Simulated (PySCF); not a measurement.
**GaF at other levels of theory**

What do other methods print for GaF?

Computed with PySCF 2.14.0. Level: method and basis as typed in the scripts.

2 further runs of the same task are left out: 2 that didn't finish.

### 1 The starting structure

GaF: 2 atoms, charge 0, spin multiplicity 1.

Bond lengths: Ga1–F2 1.820 Å.

### 2 The base run

input.py reads:

```python
from pyscf import gto, scf, mcscf

mol = gto.M(
    atom='Ga 0 0 0; F 0 0 1.82',
    basis='ano-rcc-vdzp',
    charge=0,
    spin=0,
    verbose=3,
)
mf = scf.RHF(mol)
mf = mf.sfx2c1e()
mf.kernel()
mc = mcscf.CASCI(mf, 6, 6)
mc.kernel()
mc.analyze()
mf.dip_moment()
print('orbital energies (hartree):', mf.mo_energy[..., max(0, mol.nelec[1]-3):mol.nelec[0]+3].round(4))
```

Command:

```bash
OMP_NUM_THREADS=1 python input.py
```

Standard output:

```text
converged SCF energy = -2041.82605153703
CASCI E = -2041.84118320888  E(CI) = -10.2479816316584  S^2 = 0.0000000
Dipole moment(X, Y, Z, Debye):  0.00000, -0.00000, -3.06119
orbital energies (hartree): [-0.5696 -0.5696 -0.381   0.0457  0.0457  0.1489]
```

Run time: 3.4 s. Hardware: 1 thread of Intel Xeon Platinum 8375C at 2.90GHz, shared host; peak memory 0.14 GiB.

In short: E(SCF) = -2041.826052 Eh, E(CAS) − E(SCF) = -0.01513 Eh, μ = 3.06 D (of the SCF density).

The bond length is a typed value, not an optimised one.

### 3 Wb97x (RKS)

Run 1 changes functional: none (Hartree–Fock) → wb97x; SCF type: RHF → RKS; step after the SCF: casci → analyze.

input.py reads:

```python
from pyscf import gto, dft

mol = gto.M(
    atom='Ga 0 0 0; F 0 0 1.82',
    basis='ano-rcc-vdzp',
    charge=0,
    spin=0,
    verbose=3,
)
mf = dft.RKS(mol, xc='wb97x')
mf = mf.sfx2c1e()
mf.kernel()
mf.analyze()
print('orbital energies (hartree):', mf.mo_energy[..., max(0, mol.nelec[1]-3):mol.nelec[0]+3].round(4))
```

Command:

```bash
OMP_NUM_THREADS=1 python input.py
```

Standard output:

```text
converged SCF energy = -2043.94731273788
**** MO energy ****
MO #1   energy= -377.048712441418  occ= 2
MO #2   energy= -46.9797543550956  occ= 2
MO #3   energy= -40.8903950867352  occ= 2
MO #4   energy= -40.8903950867217  occ= 2
MO #5   energy= -40.8875583079676  occ= 2
MO #6   energy= -24.6966721994417  occ= 2
MO #7   energy= -5.74589506315224  occ= 2
MO #8   energy= -3.89852315655066  occ= 2
MO #9   energy= -3.8985231565376   occ= 2
MO #10  energy= -3.89155245610849  occ= 2
MO #11  energy= -1.22183017249881  occ= 2
MO #12  energy= -0.899606979600808 occ= 2
MO #13  energy= -0.899606833760343 occ= 2
MO #14  energy= -0.894909351942673 occ= 2
MO #15  energy= -0.894909351921635 occ= 2
MO #16  energy= -0.89171670410728  occ= 2
MO #17  energy= -0.545387491565918 occ= 2
MO #18  energy= -0.46839331322608  occ= 2
MO #19  energy= -0.46839331321527  occ= 2
MO #20  energy= -0.375302508729285 occ= 2
MO #21  energy= 0.0196276820186434 occ= 0
MO #22  energy= 0.0196276820272694 occ= 0
MO #23  energy= 0.116400849494671  occ= 0
MO #24  energy= 0.311073328403294  occ= 0
MO #25  energy= 0.480580981622592  occ= 0
MO #26  energy= 0.480580981627987  occ= 0
MO #27  energy= 0.53625549714909   occ= 0
MO #28  energy= 0.727274833725487  occ= 0
MO #29  energy= 0.727274833743672  occ= 0
MO #30  energy= 0.821754672688964  occ= 0
MO #31  energy= 1.63122194103764   occ= 0
MO #32  energy= 1.92178205976314   occ= 0
MO #33  energy= 1.92178257266026   occ= 0
MO #34  energy= 2.00254210743842   occ= 0
MO #35  energy= 2.00254210744151   occ= 0
MO #36  energy= 2.37044343820912   occ= 0
MO #37  energy= 2.65410743469825   occ= 0
MO #38  energy= 2.6541131654599    occ= 0
MO #39  energy= 2.87401839082985   occ= 0
MO #40  energy= 2.87401839084267   occ= 0
MO #41  energy= 3.36978212720142   occ= 0
 ** Mulliken atomic charges  **
charge of    0Ga =      0.53092
charge of    1F =     -0.53092
Dipole moment(X, Y, Z, Debye):  0.00000, -0.00000, -2.85988
orbital energies (hartree): [-0.4684 -0.4684 -0.3753  0.0196  0.0196  0.1164]
```

Run time: 23 s. Hardware: 1 thread of Intel Xeon Platinum 8375C at 2.90GHz, shared host; peak memory 0.18 GiB.

Outcome: E(SCF) = -2043.947313 Eh, μ = 2.86 D.

### 4 ROHF

Run 2 changes SCF type: RHF → ROHF.

Edit input.py of step 2 so:

```diff
@@ -9,3 +9,3 @@
 )
-mf = scf.RHF(mol)
+mf = scf.ROHF(mol)
 mf = mf.sfx2c1e()
```

Command:

```bash
OMP_NUM_THREADS=1 python input.py
```

Standard output:

```text
converged SCF energy = -2041.82605153703
CASCI E = -2041.84118320888  E(CI) = -10.2479816316584  S^2 = 0.0000000
Dipole moment(X, Y, Z, Debye):  0.00000, -0.00000, -3.06119
orbital energies (hartree): [-0.5696 -0.5696 -0.381   0.0457  0.0457  0.1489]
```

Wall time 3.4 s (1 thread of Intel Xeon Platinum 8375C at 2.90GHz, shared host).

This run: E(SCF) = -2041.826052 Eh (no change), E(CAS) − E(SCF) = -0.01513 Eh, μ = 3.06 D (of the SCF density).

### 5 Population analysis

Run 3 changes step after the SCF: casci → analyze.

input.py reads:

```python
from pyscf import gto, scf

mol = gto.M(
    atom='Ga 0 0 0; F 0 0 1.82',
    basis='ano-rcc-vdzp',
    charge=0,
    spin=0,
    verbose=3,
)
mf = scf.RHF(mol)
mf = mf.sfx2c1e()
mf.kernel()
mf.analyze()
print('orbital energies (hartree):', mf.mo_energy[..., max(0, mol.nelec[1]-3):mol.nelec[0]+3].round(4))
```

Command:

```bash
OMP_NUM_THREADS=1 python input.py
```

Standard output:

```text
converged SCF energy = -2041.82605153703
**** MO energy ****
MO #1   energy= -383.713252939028  occ= 2
MO #2   energy= -49.3032376565959  occ= 2
MO #3   energy= -42.7622680045179  occ= 2
MO #4   energy= -42.7622680045044  occ= 2
MO #5   energy= -42.760553739674   occ= 2
MO #6   energy= -26.2264814850698  occ= 2
MO #7   energy= -6.60139696997756  occ= 2
MO #8   energy= -4.54898564280474  occ= 2
MO #9   energy= -4.548985642792    occ= 2
MO #10  energy= -4.54429194849358  occ= 2
MO #11  energy= -1.49333099504476  occ= 2
MO #12  energy= -1.19297258850509  occ= 2
MO #13  energy= -1.19297258845349  occ= 2
MO #14  energy= -1.18845053813155  occ= 2
MO #15  energy= -1.18845053810947  occ= 2
MO #16  energy= -1.18509340685367  occ= 2
MO #17  energy= -0.628192853515282 occ= 2
MO #18  energy= -0.569601409368809 occ= 2
MO #19  energy= -0.569601409358491 occ= 2
MO #20  energy= -0.381028706918852 occ= 2
MO #21  energy= 0.0456991419858374 occ= 0
MO #22  energy= 0.0456991419933431 occ= 0
MO #23  energy= 0.14888237559238   occ= 0
MO #24  energy= 0.372246864423467  occ= 0
MO #25  energy= 0.570751925763045  occ= 0
MO #26  energy= 0.570751925768554  occ= 0
MO #27  energy= 0.648953159392871  occ= 0
MO #28  energy= 0.85386030681383   occ= 0
MO #29  energy= 0.853860306829762  occ= 0
MO #30  energy= 0.943209252097807  occ= 0
MO #31  energy= 1.85804090581277   occ= 0
MO #32  energy= 2.18822533893752   occ= 0
MO #33  energy= 2.18822533897025   occ= 0
MO #34  energy= 2.26099983264164   occ= 0
MO #35  energy= 2.26099983264432   occ= 0
MO #36  energy= 2.63846631742608   occ= 0
MO #37  energy= 2.90448912201975   occ= 0
MO #38  energy= 2.90448912203531   occ= 0
MO #39  energy= 3.15803994326365   occ= 0
MO #40  energy= 3.15803994327676   occ= 0
MO #41  energy= 3.69841673667589   occ= 0
 ** Mulliken atomic charges  **
charge of    0Ga =      0.62365
charge of    1F =     -0.62365
Dipole moment(X, Y, Z, Debye):  0.00000, -0.00000, -3.06119
orbital energies (hartree): [-0.5696 -0.5696 -0.381   0.0457  0.0457  0.1489]
```

Wall time 3.1 s (1 thread of Intel Xeon Platinum 8375C at 2.90GHz, shared host).

This run: E(SCF) = -2041.826052 Eh (no change), μ = 3.06 D.

### 6 TDHF

Run 4 changes step after the SCF: casci → tddft; number of roots: none → 8.

Edit input.py of step 2 so:

```diff
@@ -1,2 +1,2 @@
-from pyscf import gto, scf, mcscf
+from pyscf import gto, scf, tdscf
 
@@ -12,5 +12,6 @@
 mf.kernel()
-mc = mcscf.CASCI(mf, 6, 6)
-mc.kernel()
-mc.analyze()
+td = tdscf.TDHF(mf)
+td.nstates = 8
+td.kernel()
+td.analyze()
 mf.dip_moment()
```

Command:

```bash
OMP_NUM_THREADS=1 python input.py
```

Standard output:

```text
converged SCF energy = -2041.82605153703
Excitation energies (eV)
[ 6.0151472   6.0151472   8.87386396 10.1659107  10.2296046  10.2296046
 11.23835449 11.67336936]

** Singlet excitation energies and oscillator strengths **
Excited State   1:      6.01515 eV    206.12 nm  f=0.3565
Excited State   2:      6.01515 eV    206.12 nm  f=0.3565
Excited State   3:      8.87386 eV    139.72 nm  f=0.7162
Excited State   4:     10.16591 eV    121.96 nm  f=0.0000
Excited State   5:     10.22960 eV    121.20 nm  f=0.0000
Excited State   6:     10.22960 eV    121.20 nm  f=0.0000
Excited State   7:     11.23835 eV    110.32 nm  f=0.2735
Excited State   8:     11.67337 eV    106.21 nm  f=0.0002
Dipole moment(X, Y, Z, Debye):  0.00000, -0.00000, -3.06119
orbital energies (hartree): [-0.5696 -0.5696 -0.381   0.0457  0.0457  0.1489]
```

Run time: 5.3 s. Hardware: 1 thread of Intel Xeon Platinum 8375C at 2.90GHz, shared host.

Result: E(SCF) = -2041.826052 Eh (no change), μ = 3.06 D, excitations 6.02, 6.02, 8.87, 10.17, 10.23 eV.

The absorption lines that the run found.

excitation energy (eV) (relative intensity): 6.02 (100), 8.87 (100), 11.24 (38)

### 7 Tpssh (RKS)

Run 5 changes functional: none (Hartree–Fock) → tpssh; SCF type: RHF → RKS; step after the SCF: casci → analyze.

input.py reads:

```python
from pyscf import gto, dft

mol = gto.M(
    atom='Ga 0 0 0; F 0 0 1.82',
    basis='ano-rcc-vdzp',
    charge=0,
    spin=0,
    verbose=3,
)
mf = dft.RKS(mol, xc='tpssh')
mf = mf.sfx2c1e()
mf.kernel()
mf.analyze()
print('orbital energies (hartree):', mf.mo_energy[..., max(0, mol.nelec[1]-3):mol.nelec[0]+3].round(4))
```

Command:

```bash
OMP_NUM_THREADS=1 python input.py
```

Standard output:

```text
converged SCF energy = -2043.86475852696
**** MO energy ****
MO #1   energy= -376.957881146413  occ= 2
MO #2   energy= -46.7641086449307  occ= 2
MO #3   energy= -40.64809315243    occ= 2
MO #4   energy= -40.6480931524165  occ= 2
MO #5   energy= -40.6451626383838  occ= 2
MO #6   energy= -24.5603126602297  occ= 2
MO #7   energy= -5.57941286547669  occ= 2
MO #8   energy= -3.72589398440382  occ= 2
MO #9   energy= -3.72589398439086  occ= 2
MO #10  energy= -3.71866765293036  occ= 2
MO #11  energy= -1.07798706260469  occ= 2
MO #12  energy= -0.733576736653306 occ= 2
MO #13  energy= -0.733576692090523 occ= 2
MO #14  energy= -0.728643520918512 occ= 2
MO #15  energy= -0.728643520897576 occ= 2
MO #16  energy= -0.725689477015763 occ= 2
MO #17  energy= -0.413173685944345 occ= 2
MO #18  energy= -0.336375750321083 occ= 2
MO #19  energy= -0.33637575031014  occ= 2
MO #20  energy= -0.267347792239025 occ= 2
MO #21  energy= -0.0621413071105614 occ= 0
MO #22  energy= -0.0621413071014144 occ= 0
MO #23  energy= 0.0333175209778842 occ= 0
MO #24  energy= 0.226568334428733  occ= 0
MO #25  energy= 0.383020000683881  occ= 0
MO #26  energy= 0.383020000689272  occ= 0
MO #27  energy= 0.42596551598828   occ= 0
MO #28  energy= 0.614345279527887  occ= 0
MO #29  energy= 0.61434527954583   occ= 0
MO #30  energy= 0.71314449914083   occ= 0
MO #31  energy= 1.49735433674452   occ= 0
MO #32  energy= 1.79250770953825   occ= 0
MO #33  energy= 1.79250814726259   occ= 0
MO #34  energy= 1.87147564382315   occ= 0
MO #35  energy= 1.87147564382631   occ= 0
MO #36  energy= 2.23780370656332   occ= 0
MO #37  energy= 2.5213475940024    occ= 0
MO #38  energy= 2.52135380113716   occ= 0
MO #39  energy= 2.7397232980069    occ= 0
MO #40  energy= 2.73972329801965   occ= 0
MO #41  energy= 3.23647152200661   occ= 0
 ** Mulliken atomic charges  **
charge of    0Ga =      0.51065
charge of    1F =     -0.51065
Dipole moment(X, Y, Z, Debye):  0.00000, -0.00000, -2.65968
orbital energies (hartree): [-0.3364 -0.3364 -0.2673 -0.0621 -0.0621  0.0333]
```

Wall time 5.6 s (1 thread of Intel Xeon Platinum 8375C at 2.90GHz, shared host); peak memory 0.19 GiB.

This run: E(SCF) = -2043.864759 Eh, μ = 2.66 D.

### 8 All runs together

| run | E(SCF) (hartree) | from base (eV) | gap (eV) | SCF dipole (D) | after the SCF |
| --- | --- | --- | --- | --- | --- |
| base | -2041.826052 | 0 | 11.61 | 3.06 | CASCI correlation -0.412 eV |
| wb97x (RKS) | -2043.947313 | not comparable | 10.75 | 2.86 | n/a |
| ROHF | -2041.826052 | 0.0000 | n/a | 3.06 | CASCI correlation -0.412 eV |
| population analysis | -2041.826052 | 0.0000 | 11.61 | 3.06 | n/a |
| TDHF | -2041.826052 | 0.0000 | 11.61 | 3.06 | lowest root found 6.02 eV |
| tpssh (RKS) | -2043.864759 | not comparable | 5.58 | 2.66 | n/a |

Wall time on 1 thread of Intel Xeon Platinum 8375C at 2.90GHz, shared host, start-up included: base 3.4 s; wb97x (RKS) 23 s; ROHF 3.4 s; population analysis 3.1 s; TDHF 5.3 s; tpssh (RKS) 5.6 s.

**Reading.** With ROHF the SCF ends at the base energy. Total energies of different functionals can't be compared with each other; differences within one functional can. The dearest run is “wb97x (RKS)”, at 23 s against 3.4 s.
